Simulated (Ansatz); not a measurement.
# TiO2 (Rutile): a point defect seen from the nuclei (La on a Ti site), part 2 of 3

How do the nuclei near a point defect see it? The defect is La on a Ti site in TiO2 (Rutile) (cell charge -1), first unrelaxed. The cell is a supercell built from an entry of the Crystallography Open Database (COD). Planned: a single point, then a relaxation, then a check of ecutwfc.

Ansatz 0.2.0; DFT, PBE, plane-wave PAW, default files, scalar-relativistic, as far as a step names no other. Earlier steps stand in the parts before.

## (3) Ions relaxed

input.yaml reads:

```yaml
crystal:
  lattice:
    - [4.5922, 4.5922, 0.0]
    - [-4.5922, 4.5922, 0.0]
    - [0.0, 0.0, 8.8722]
  atoms:
    - { symbol: La, position: [0.0, 0.0, 0.0] }
    - { symbol: Ti, position: [0.0, 0.0, 0.3333333333] }
    - { symbol: Ti, position: [0.0, 0.0, 0.6666666667] }
    - { symbol: Ti, position: [0.5, 0.5, 0.0] }
    - { symbol: Ti, position: [0.5, 0.5, 0.3333333333] }
    - { symbol: Ti, position: [0.5, 0.5, 0.6666666667] }
    - { symbol: Ti, position: [0.5, 0.0, 0.1666666667] }
    - { symbol: Ti, position: [0.5, 0.0, 0.5] }
    - { symbol: Ti, position: [0.5, 0.0, 0.8333333333] }
    - { symbol: Ti, position: [0.0, 0.5, 0.1666666667] }
    - { symbol: Ti, position: [0.0, 0.5, 0.5] }
    - { symbol: Ti, position: [0.0, 0.5, 0.8333333333] }
    - { symbol: O, position: [0.30496, 0.0, 0.0] }
    - { symbol: O, position: [0.30496, 0.0, 0.3333333333] }
    - { symbol: O, position: [0.30496, 0.0, 0.6666666667] }
    - { symbol: O, position: [0.80496, 0.5, 0.0] }
    - { symbol: O, position: [0.80496, 0.5, 0.3333333333] }
    - { symbol: O, position: [0.80496, 0.5, 0.6666666667] }
    - { symbol: O, position: [0.5, 0.30496, 0.1666666667] }
    - { symbol: O, position: [0.5, 0.30496, 0.5] }
    - { symbol: O, position: [0.5, 0.30496, 0.8333333333] }
    - { symbol: O, position: [0.0, 0.80496, 0.1666666667] }
    - { symbol: O, position: [0.0, 0.80496, 0.5] }
    - { symbol: O, position: [0.0, 0.80496, 0.8333333333] }
    - { symbol: O, position: [0.69504, 0.0, 0.0] }
    - { symbol: O, position: [0.69504, 0.0, 0.3333333333] }
    - { symbol: O, position: [0.69504, 0.0, 0.6666666667] }
    - { symbol: O, position: [0.19504, 0.5, 0.0] }
    - { symbol: O, position: [0.19504, 0.5, 0.3333333333] }
    - { symbol: O, position: [0.19504, 0.5, 0.6666666667] }
    - { symbol: O, position: [0.5, 0.69504, 0.1666666667] }
    - { symbol: O, position: [0.5, 0.69504, 0.5] }
    - { symbol: O, position: [0.5, 0.69504, 0.8333333333] }
    - { symbol: O, position: [0.0, 0.19504, 0.1666666667] }
    - { symbol: O, position: [0.0, 0.19504, 0.5] }
    - { symbol: O, position: [0.0, 0.19504, 0.8333333333] }
total_charge: -1
kpoints:
  mp_grid: { grid: [3, 3, 2] }
scf:
  occupations: { method: fermi_dirac, width: 0.01 }
hamiltonian:
  xc: pbe
  pseudopotentials: { kind: paw }
output:
  forces: true
  stress: true
  populations: true
  efg:
    quadrupole_moments_barn: { La: 0.206, Ti: 0.247, O: -0.02558 }
    contact_densities: true
  write_density: true
  write_potential: true
  elf: true
  volumetric_format: npy
relax:
  f_tol: 0.03
  max_steps: 40
```

Command:

```console
$ ansatz run input.yaml --threads 1 --pin off --max-ram 3072MiB --backend cpu --events-out ev --progress --plain --runs-dir out
```

Log:

```text
Warning: output.stress: scf.convergence.dr2_threshold = 1e-7 eV (the SCF's general default) is looser than the 3.6e-9 eV advised for a printed stress (1e-10 eV for each atom of the cell: 36). What an SCF threshold leaves in a stress goes as its square root, and in the free energy as the threshold itself, and one threshold admits the most on a small cell: of the crystals measured, under no hybrid functional and no lock of the moments, on runs that ended without the residual-converged pass, on stresses that held no estimate of that error, the worst erred by over 100 MPa in a component at 1e-7 eV an atom and by under 5 at 1e-10. Every solve of this run answers to scf.convergence.dr2_threshold, and the tensor of one is reported: a single SCF on the reported geometry and on this run's grids (its basis.xc_grid and basis.ecutrho_ratio typed), with scf.convergence.dr2_threshold at 3.6e-9 eV or tighter, prints it and tightens no other solve. Else set scf.convergence.dr2_threshold to 3.6e-9 eV or tighter. The threshold is an SCF's pass mark: one that does not reach it within its budget of iterations ends unconverged, or closes short of it on a stop that the run arms, and scf.convergence.dr2_threshold's page says what that costs each kind of run
Warning: RAYON_NUM_THREADS=1 ignored (pool sized by the plan → 1); use --threads N
La: projections on atomic orbitals take those of the free atom [Kr 4d10] 4f0 5s2 5p6 5d1 6s2, of charge +0.00 (hamiltonian.pseudopotentials.projection_atoms); the dataset's partial waves leave at most 1.9e-5 of an orbital's norm unspanned inside its sphere
La: output.efg is read without spin–orbit coupling, which moves field gradients at and beside such atoms by some per cent and up to a factor of two; PAW files take it under magnetization.noncollinear and magnetization.spin_orbit
Engine: ansatz 0.2.0, aarch64-unknown-linux-gnu
Pseudopotentials: kind: paw
Pseudopotential: La, paw, valence charge 11, recommended cutoff 420 eV (normal), La.paw.azcp
Pseudopotential: Ti, paw, valence charge 12, recommended cutoff 420 eV (normal), Ti.paw.azcp
Pseudopotential: O, paw, valence charge 6, recommended cutoff 420 eV (normal), O.paw.azcp
Functional definition: PBE
  parameter kappa = 0.804
  parameter beta = 0.06672455060314922
  exchange = pbe_x(kappa = kappa, mu = beta*pi^2/3)
  correlation = pbe_c(beta = beta)
Crystal: 36 atoms, lattice volume = 374.199 Å³
Basis set: ecut = 420 eV, 7337 PW (Γ), exchange–correlation on 90×90×120 points (8 copies of the dense FFT grid, shifted against one another)
Bands: 180, of which v1, the nominal top of the filled ones, is band 144 counted from 1 (143 counted from 0)
Symmetry: 8 space group operations
Space group: Pmmm (ITA 47), of the structure as read, at distance tolerance 7.2e-5 Å
k-points: 8 of 18
Non-local potential: La, projectors of the file, l = 0: 3, l = 1: 2, l = 2: 2, l = 3: 3
Non-local potential: Ti, projectors of the file, l = 0: 3, l = 1: 2, l = 2: 3, l = 3: 1
Non-local potential: O, projectors of the file, l = 0: 2, l = 1: 2, l = 2: 1
PAW form: soft (Blöchl's): semilocal exchange-correlation on the pseudo side does not see the compensation charge
PAW one-centre angular grid: La, 590 points (default); XC on 64 Gauss nodes
PAW one-centre angular grid: Ti, 590 points (default); XC on 64 Gauss nodes
PAW one-centre angular grid: O, 110 points (default); XC on 64 Gauss nodes
Initial density: superposition of atomic densities (neutral atoms scaled as one to the charged cell's electrons: chi_scale 0, normalization atom), corrected by the library's trained network
Initial wavefunctions: pseudopotential atomic-orbital guess
Functional: x = pbe(κ = 0.804, μ = 0.2195149727645171), c = pbe(β = 0.06672455060314922)
SCF iter   1: F=—  HF=-47393.369445 eV  |F-HF|=—  |Δ(HF+E_count)|=         —  Δρ=1.34e-2  dr2=1.17e0  ethr=1.77e-3  ⟨swp⟩=4.9  Hψ=5136  notcnv=0  defer=96
preconditioner: auto → Resta (q_TF=auto, 2.612 Å⁻¹)  ε∞=8.5  [insulator: Δε(μ)=0.796 eV  Ē_g=9.872 eV  σ=0.010 eV  W_gap=1.00  n_scr=122 (ndim 8)  ℏωp=27.0 eV  f_vac=0.016  D(μ)=0.00/eV (n_scr^D=0)  ε∞_Penn≈8.5]
SCF iter   2: F=—  HF=-47393.190385 eV  |F-HF|=—  |Δ(HF+E_count)|=   1.79e-1  Δρ=6.28e-3  dr2=1.20e-1  ethr=4.07e-4  ⟨swp⟩=2.0  Hψ=1733  notcnv=0  defer=227
SCF iter   3: F=—  HF=-47393.175953 eV  |F-HF|=—  |Δ(HF+E_count)|=   1.44e-2  Δρ=3.14e-3  dr2=4.95e-2  ethr=4.15e-5  ⟨swp⟩=2.9  Hψ=2080  notcnv=0  defer=227
SCF iter   4: F=—  HF=-47393.170981 eV  |F-HF|=—  |Δ(HF+E_count)|=   4.97e-3  Δρ=1.37e-3  dr2=7.05e-3  ethr=1.72e-5  ⟨swp⟩=2.4  Hψ=1843  notcnv=0  defer=227
SCF iter   5: F=—  HF=-47393.170274 eV  |F-HF|=—  |Δ(HF+E_count)|=   7.07e-4  Δρ=6.26e-4  dr2=1.35e-3  ethr=2.45e-6  ⟨swp⟩=2.0  Hψ=2461  notcnv=0  defer=227
SCF iter   6: F=—  HF=-47393.170144 eV  |F-HF|=—  |Δ(HF+E_count)|=   1.30e-4  Δρ=2.25e-4  dr2=1.99e-4  ethr=4.68e-7  ⟨swp⟩=2.0  Hψ=2321  notcnv=0  defer=227
SCF iter   7: F=—  HF=-47393.170165 eV  |F-HF|=—  |Δ(HF+E_count)|=   2.10e-5  Δρ=1.12e-4  dr2=5.14e-5  ethr=6.91e-8  ⟨swp⟩=2.0  Hψ=1972  notcnv=0  defer=227
SCF iter   8: F=-47393.170167 eV  HF=-47393.170170 eV  |F-HF|=2.71e-6  |Δ(HF+E_count)|=   4.73e-6  Δρ=4.47e-5  dr2=7.39e-6  ethr=7.81e-9  ⟨swp⟩=9.1  Hψ=12029  notcnv=0
SCF 1 converged in 8 iterations: F = -47393.170167 eV  dr2 = 7.39e-6
relax step   1: F+E_penalty+E_count = -47393.17016738 eV  Δ(F+E_penalty+E_count) = +0.000e0 eV  max|allowed force component| = 7.101e0 eV/Å  Δτ_max = 0.0000 Å  (8 SCF iters, dr2 threshold 2.25e-5 eV, accepted)
[... 12 lines left out ...]
relax step   2: F+E_penalty+E_count = -47398.92548250 eV  Δ(F+E_penalty+E_count) = -5.755e0 eV  max|allowed force component| = 2.624e0 eV/Å  Δτ_max = 0.1968 Å  (7 SCF iters, dr2 threshold 1.00e-4 eV, accepted)
[... 10 lines left out ...]
relax step   3: F+E_penalty+E_count = -47398.88497906 eV  Δ(F+E_penalty+E_count) = +4.050e-2 eV  max|allowed force component| = 4.569e0 eV/Å  Δτ_max = 0.2000 Å  (8 SCF iters, dr2 threshold 1.00e-4 eV, rejected (line search))
[... 13 lines left out ...]
relax step   4: F+E_penalty+E_count = -47399.72873370 eV  Δ(F+E_penalty+E_count) = -8.033e-1 eV  max|allowed force component| = 7.312e-1 eV/Å  Δτ_max = 0.0977 Å  (11 SCF iters, accepted)
[... 8 lines left out ...]
relax step   5: F+E_penalty+E_count = -47399.81839527 eV  Δ(F+E_penalty+E_count) = -8.966e-2 eV  max|allowed force component| = 2.824e-1 eV/Å  Δτ_max = 0.0454 Å  (6 SCF iters, dr2 threshold 4.15e-5 eV, accepted)
[... 8 lines left out ...]
relax step   6: F+E_penalty+E_count = -47399.82599497 eV  Δ(F+E_penalty+E_count) = -7.600e-3 eV  max|allowed force component| = 4.504e-2 eV/Å  Δτ_max = 0.0098 Å  (6 SCF iters, dr2 threshold 6.19e-6 eV, accepted)
[... 8 lines left out ...]
relax step   7: F+E_penalty+E_count = -47399.82660610 eV  Δ(F+E_penalty+E_count) = -6.111e-4 eV  max|allowed force component| = 3.982e-3 eV/Å  Δτ_max = 0.0021 Å  (6 SCF iters, accepted)
NSCF: frozen V_eff on 8 k-points
the band table was solved once a step of the walk had ended and its energy, with any forces and stress, was formed, with the checks that follow a solve (6263 applications of the Hamiltonian). They found nothing against the state; the energy, forces and stress were not computed again (output.eigenvalues in the input reference)
SCF converged after 6 iterations
Free energy (F): -47399.826606 eV
Harris-Foulkes:  -47399.826606 eV  (|F-HF|=1.29e-8)
Internal energy: -47399.826606 eV  (E = F + TS)
E sigma→0 (E₀):  -47399.826606 eV
Fermi energy:    10.812795 eV
--- Per-component energies (eV) ---
[... 15 lines left out ...]
--- Forces (eV/Å), atoms counted from 1 ---
  atom   1  La     0.00000000    -0.00000000     0.00000000
  atom   2  Ti    -0.00000000     0.00000000     0.00295370
  atom   3  Ti    -0.00000000     0.00000000    -0.00295370
  atom   4  Ti    -0.00000000     0.00000000     0.00000000
  atom   5  Ti     0.00000000     0.00000000     0.00021623
  atom   6  Ti     0.00000000     0.00000000    -0.00021623
[... 30 lines left out ...]
  max |Σ_I F_I| component: 5.42e-18 eV/Å
--- Stress (GPa, compression-positive) ---
       14.815520       2.942131       0.000000
        2.942131      14.815520       0.000000
        0.000000       0.000000      19.398495
  P = ⅓ Tr σ = 16.3432 GPa (163.432 kbar)
--- PAW observables at the nuclei: V_zz in 10²¹ V/m², potentials from the cell's mean, atoms counted from 1 ---
  atom   1  La V_zz =   +20.611280   η = 0.4547   by run symmetry: allowed   C_q = +102.6660 MHz
            electrostatic potential = -9877.805367 V   contact ρ = 2247084.725958 e/Å³
  atom   2  Ti V_zz =    +5.941438   η = 0.6742   by run symmetry: allowed   C_q = +35.4848 MHz
            electrostatic potential = -2528.705127 V   contact ρ = 56792.859163 e/Å³
  atom   3  Ti V_zz =    +5.941438   η = 0.6742   by run symmetry: allowed   C_q = +35.4848 MHz
            electrostatic potential = -2528.705127 V   contact ρ = 56792.859163 e/Å³
  atom   4  Ti V_zz =    -2.681976   η = 0.7226   by run symmetry: allowed   C_q = -16.0179 MHz
            electrostatic potential = -2527.916513 V   contact ρ = 56792.037943 e/Å³
  atom   5  Ti V_zz =    +1.814315   η = 0.2038   by run symmetry: allowed   C_q = +10.8359 MHz
            electrostatic potential = -2528.120198 V   contact ρ = 56792.208485 e/Å³
  atom   6  Ti V_zz =    +1.814315   η = 0.2038   by run symmetry: allowed   C_q = +10.8359 MHz
            electrostatic potential = -2528.120198 V   contact ρ = 56792.208485 e/Å³
  atom   7  Ti V_zz =    -5.067457   η = 0.4094   by run symmetry: allowed   C_q = -30.2650 MHz
            electrostatic potential = -2528.256422 V   contact ρ = 56792.244235 e/Å³
  atom   8  Ti V_zz =    -2.292350   η = 0.5423   by run symmetry: allowed   C_q = -13.6909 MHz
            electrostatic potential = -2528.151921 V   contact ρ = 56792.259799 e/Å³
  atom   9  Ti V_zz =    -5.067457   η = 0.4094   by run symmetry: allowed   C_q = -30.2650 MHz
            electrostatic potential = -2528.256422 V   contact ρ = 56792.244235 e/Å³
  atom  10  Ti V_zz =    -5.643405   η = 0.7056   by run symmetry: allowed   C_q = -33.7049 MHz
            electrostatic potential = -2528.298720 V   contact ρ = 56792.294834 e/Å³
  atom  11  Ti V_zz =    +0.889963   η = 0.8320   by run symmetry: allowed   C_q = +5.3152 MHz
            electrostatic potential = -2528.306270 V   contact ρ = 56792.389272 e/Å³
  atom  12  Ti V_zz =    -5.643405   η = 0.7056   by run symmetry: allowed   C_q = -33.7049 MHz
            electrostatic potential = -2528.298720 V   contact ρ = 56792.294834 e/Å³
  atom  13  O  V_zz =    +2.247361   η = 0.9440   by run symmetry: allowed   C_q = -1.3900 MHz
            electrostatic potential = -626.097757 V   contact ρ = 2158.131264 e/Å³
  atom  14  O  V_zz =    -2.422069   η = 0.7660   by run symmetry: allowed   C_q = +1.4981 MHz
            electrostatic potential = -625.694848 V   contact ρ = 2157.324415 e/Å³
  atom  15  O  V_zz =    -2.422069   η = 0.7660   by run symmetry: allowed   C_q = +1.4981 MHz
            electrostatic potential = -625.694848 V   contact ρ = 2157.324415 e/Å³
  atom  16  O  V_zz =    +2.053473   η = 0.4942   by run symmetry: allowed   C_q = -1.2701 MHz
            electrostatic potential = -625.450921 V   contact ρ = 2157.203697 e/Å³
  atom  17  O  V_zz =    -3.624277   η = 0.5584   by run symmetry: allowed   C_q = +2.2417 MHz
            electrostatic potential = -625.830605 V   contact ρ = 2157.399143 e/Å³
  atom  18  O  V_zz =    -3.624277   η = 0.5584   by run symmetry: allowed   C_q = +2.2417 MHz
            electrostatic potential = -625.830605 V   contact ρ = 2157.399143 e/Å³
  atom  19  O  V_zz =    +2.410432   η = 0.8615   by run symmetry: allowed   C_q = -1.4909 MHz
            electrostatic potential = -625.606714 V   contact ρ = 2157.313503 e/Å³
  atom  20  O  V_zz =    -3.203148   η = 0.7510   by run symmetry: allowed   C_q = +1.9812 MHz
            electrostatic potential = -625.698188 V   contact ρ = 2157.329954 e/Å³
  atom  21  O  V_zz =    +2.410432   η = 0.8615   by run symmetry: allowed   C_q = -1.4909 MHz
            electrostatic potential = -625.606714 V   contact ρ = 2157.313503 e/Å³
  atom  22  O  V_zz =    +2.099177   η = 0.3233   by run symmetry: allowed   C_q = -1.2984 MHz
            electrostatic potential = -626.089599 V   contact ρ = 2157.939481 e/Å³
  atom  23  O  V_zz =    +2.737149   η = 0.4225   by run symmetry: allowed   C_q = -1.6930 MHz
            electrostatic potential = -625.759652 V   contact ρ = 2157.334986 e/Å³
  atom  24  O  V_zz =    +2.099177   η = 0.3233   by run symmetry: allowed   C_q = -1.2984 MHz
            electrostatic potential = -626.089599 V   contact ρ = 2157.939481 e/Å³
  atom  25  O  V_zz =    +2.247361   η = 0.9440   by run symmetry: allowed   C_q = -1.3900 MHz
            electrostatic potential = -626.097757 V   contact ρ = 2158.131264 e/Å³
  atom  26  O  V_zz =    -2.422069   η = 0.7660   by run symmetry: allowed   C_q = +1.4981 MHz
            electrostatic potential = -625.694848 V   contact ρ = 2157.324415 e/Å³
  atom  27  O  V_zz =    -2.422069   η = 0.7660   by run symmetry: allowed   C_q = +1.4981 MHz
            electrostatic potential = -625.694848 V   contact ρ = 2157.324415 e/Å³
  atom  28  O  V_zz =    +2.053473   η = 0.4942   by run symmetry: allowed   C_q = -1.2701 MHz
            electrostatic potential = -625.450921 V   contact ρ = 2157.203697 e/Å³
  atom  29  O  V_zz =    -3.624277   η = 0.5584   by run symmetry: allowed   C_q = +2.2417 MHz
            electrostatic potential = -625.830605 V   contact ρ = 2157.399143 e/Å³
  atom  30  O  V_zz =    -3.624277   η = 0.5584   by run symmetry: allowed   C_q = +2.2417 MHz
            electrostatic potential = -625.830605 V   contact ρ = 2157.399143 e/Å³
  atom  31  O  V_zz =    +2.410432   η = 0.8615   by run symmetry: allowed   C_q = -1.4909 MHz
            electrostatic potential = -625.606714 V   contact ρ = 2157.313503 e/Å³
  atom  32  O  V_zz =    -3.203148   η = 0.7510   by run symmetry: allowed   C_q = +1.9812 MHz
            electrostatic potential = -625.698188 V   contact ρ = 2157.329954 e/Å³
  atom  33  O  V_zz =    +2.410432   η = 0.8615   by run symmetry: allowed   C_q = -1.4909 MHz
            electrostatic potential = -625.606714 V   contact ρ = 2157.313503 e/Å³
  atom  34  O  V_zz =    +2.099177   η = 0.3233   by run symmetry: allowed   C_q = -1.2984 MHz
            electrostatic potential = -626.089599 V   contact ρ = 2157.939481 e/Å³
  atom  35  O  V_zz =    +2.737149   η = 0.4225   by run symmetry: allowed   C_q = -1.6930 MHz
            electrostatic potential = -625.759652 V   contact ρ = 2157.334986 e/Å³
  atom  36  O  V_zz =    +2.099177   η = 0.3233   by run symmetry: allowed   C_q = -1.2984 MHz
            electrostatic potential = -626.089599 V   contact ρ = 2157.939481 e/Å³
--- Band table (eV; the first three rows and the last of 8) ---
[... 4 lines left out ...]
--- Relaxed structure (7 steps of the walk, 6 accepted, 0 SCFs on fresh bases) ---
  F+E_penalty+E_count = -47399.82660610 eV   max|allowed force component| = 3.982e-3 eV/Å
  atoms:
[... 36 lines left out ...]
--- Löwdin populations: 36 sites ---
  site symbol       q [e]
[... 36 lines left out ...]
  spilling = 0.003192 (of n_electrons = 288.000000)
```

Wall time 5.2 min (1 thread of Arm Neoverse V2, shared host); peak memory 1 GiB.

The steps of the relaxation:

| step | energy change (eV) | largest force component (eV/Å) |
| --- | --- | --- |
| 1 | 0.0000 | 7.101 |
| 2 | -5.7553 | 2.624 |
| 3 (rejected) | -5.7148 | 4.569 |
| 4 | -6.5586 | 0.731 |
| 5 | -6.6482 | 0.282 |
| 6 | -6.6558 | 0.045 |
| 7 | -6.6564 | 0.004 |

Largest displacement: 0.344 Å (atom 22 and its like, O); mean 0.070 Å.

The run ends with gap on the mesh 1.60 eV, largest force 0.005 eV/Å, pressure 16.3 GPa.

Beside the values of step 2 (V_zz in 10²¹ V/m²; 9 of 16 rows, with the four largest changes of size):

| site | atoms | V_zz, PBE | V_zz, PBE relaxed | η, PBE | η, PBE relaxed |
| --- | --- | --- | --- | --- | --- |
| La | 1 | -4.42 | 20.6 | 0.83 | 0.45 |
| O22 | 22, 24, 34, … | 3.01 | 2.10 | 0.67 | 0.32 |
| O13 | 13, 25 | -1.83 | 2.25 | 0.12 | 0.94 |
| Ti2 | 2, 3 | -3.48 | 5.94 | 0.92 | 0.67 |
| O16 | 16, 28 | 2.48 | 2.05 | 0.92 | 0.49 |
| O14 | 14, 15, 26, … | -1.97 | -2.42 | 0.99 | 0.77 |
| Ti7 | 7, 9 | -3.34 | -5.07 | 0.70 | 0.41 |
| Ti10 | 10, 12 | -2.68 | -5.64 | 0.42 | 0.71 |
| O19 | 19, 21, 31, … | -2.34 | 2.41 | 0.96 | 0.86 |

The printed gradients, by site: 11 of 16, those nearest the defect, the farthest of each element and the two largest gradients.

| site | atoms | distance from the defect (Å) | V_zz (10²¹ V/m²) | η | C_Q (MHz) |
| --- | --- | --- | --- | --- | --- |
| La | 1 | 0.00 | 20.6 | 0.45 | 103 (¹³⁹La) |
| O13 | 13, 25 | 2.13 | 2.25 | 0.94 | -1.39 (¹⁷O) |
| O22 | 22, 24, 34, 36 | 2.28 | 2.10 | 0.32 | -1.30 (¹⁷O) |
| Ti2 | 2, 3 | 3.05 | 5.94 | 0.67 | 35.5 (⁴⁹Ti) |
| O16 | 16, 28 | 3.48 | 2.05 | 0.49 | -1.27 (¹⁷O) |
| O14 | 14, 15, 26, 27 | 3.58 | -2.42 | 0.77 | 1.50 (¹⁷O) |
| Ti7 | 7, 9 | 3.58 | -5.07 | 0.41 | -30.3 (⁴⁹Ti) |
| Ti10 | 10, 12 | 3.59 | -5.64 | 0.71 | -33.7 (⁴⁹Ti) |
| O19 | 19, 21, 31, 33 | 4.08 | 2.41 | 0.86 | -1.49 (¹⁷O) |
| Ti8 | 8 | 5.50 | -2.29 | 0.54 | -13.7 (⁴⁹Ti) |
| O20 | 20, 32 | 5.84 | -3.20 | 0.75 | 1.98 (¹⁷O) |

Direction of the V_zz axis (Cartesian unit vector):

| site | atom | x | y | z |
| --- | --- | --- | --- | --- |
| La | 1 | 0.71 | -0.71 | 0.00 |
| Ti2 | 2 | 0.71 | 0.71 | 0.00 |
| Ti4 | 4 | 0.00 | 0.00 | 1.00 |
| Ti5 | 5 | -0.71 | 0.71 | 0.00 |
| Ti7 | 7 | 0.00 | 0.00 | 1.00 |
| Ti8 | 8 | 0.00 | 0.00 | 1.00 |
| Ti10 | 10 | -0.71 | 0.71 | 0.00 |
| Ti11 | 11 | -0.71 | 0.71 | 0.00 |
| O14 | 14 | -0.71 | 0.71 | 0.00 |

The sizes of the gradients above 0.15 moved by 31 % in the median, over a factor of two at the site that moves most (small gradients counted from 0.15; La, -4.42 to 20.6), with a change of sign at La, O13, Ti2 and others.

Density in a lattice plane of the grid's cell (edges 6.49 and 8.87 Å, at 0.000 of the third edge), which holds La and Ti and O.

Values in e/Å³, 12 rows by 8 columns:
```
 1.49  0.57  0.54  1.07  1.37  1.07  0.54  0.57
 0.21  0.09  0.08  1.06  9.86  1.06  0.08  0.09
 1.00  0.18  0.67  0.83  1.98  0.83  0.67  0.18
10.00  1.14  5.01  3.79  0.28  3.79  5.01  1.14
 2.79  0.28  0.80  0.91  1.62  0.91  0.80  0.28
 0.27  0.11  0.10  1.06  9.86  1.06  0.10  0.11
 2.79  0.28  0.80  0.91  1.62  0.91  0.80  0.28
10.00  1.14  5.01  3.79  0.28  3.79  5.01  1.14
 1.00  0.18  0.67  0.83  1.98  0.83  0.67  0.18
 0.21  0.09  0.08  1.06  9.86  1.06  0.08  0.09
 1.49  0.57  0.54  1.07  1.37  1.07  0.54  0.57
 1.42  1.29  3.26  5.75  0.42  5.75  3.26  1.29
```
Columns run along the first of these edges and rows up along the second, over one cell in 8 and 12 even steps from the bottom left corner. Atoms in the plane (fractional): La at (1.00, 1.00), Ti at (1.00, 0.34), Ti at (1.00, 0.66), Ti at (0.50, 0.17), Ti at (0.50, 0.50), Ti at (0.50, 0.83), O at (0.33, 1.00), O at (0.31, 0.34), O at (0.31, 0.66), O at (0.67, 1.00), O at (0.69, 0.34), O at (0.69, 0.66).

ELF in the same plane.

Ten even steps from '0' (0.00) to '9' (0.82):
```
589369994149996398
996137635653673169
110001056165010001
000012157375121000
320279834543897202
573498894149889437
055496595159569455
772399961116999327
100035337673353000
110000055055000001
100035337673353000
772399961116999327
055496595159569455
573498894149889437
320279834543897202
000012157375121000
110001056165010001
996137635653673169
589369994149996398
028488287278288482
```
Columns run along the first of these edges and rows up along the second, over one cell in 18 and 20 even steps from the bottom left corner. Atoms in the plane (fractional): La at (1.00, 1.00), Ti at (1.00, 0.34), Ti at (1.00, 0.66), Ti at (0.50, 0.17), Ti at (0.50, 0.50), Ti at (0.50, 0.83), O at (0.33, 1.00), O at (0.31, 0.34), O at (0.31, 0.66), O at (0.67, 1.00), O at (0.69, 0.34), O at (0.69, 0.66).

Both are smooth fields of the valence electrons: close to the nuclei they are not physical.

Maxima of ELF outside the ion cores: 0.84 in the shell around O, 0.6 Å from O; 0.83 beside O, off the lines to its neighbours, 0.7 Å from O.

[end of part 2 of 3]
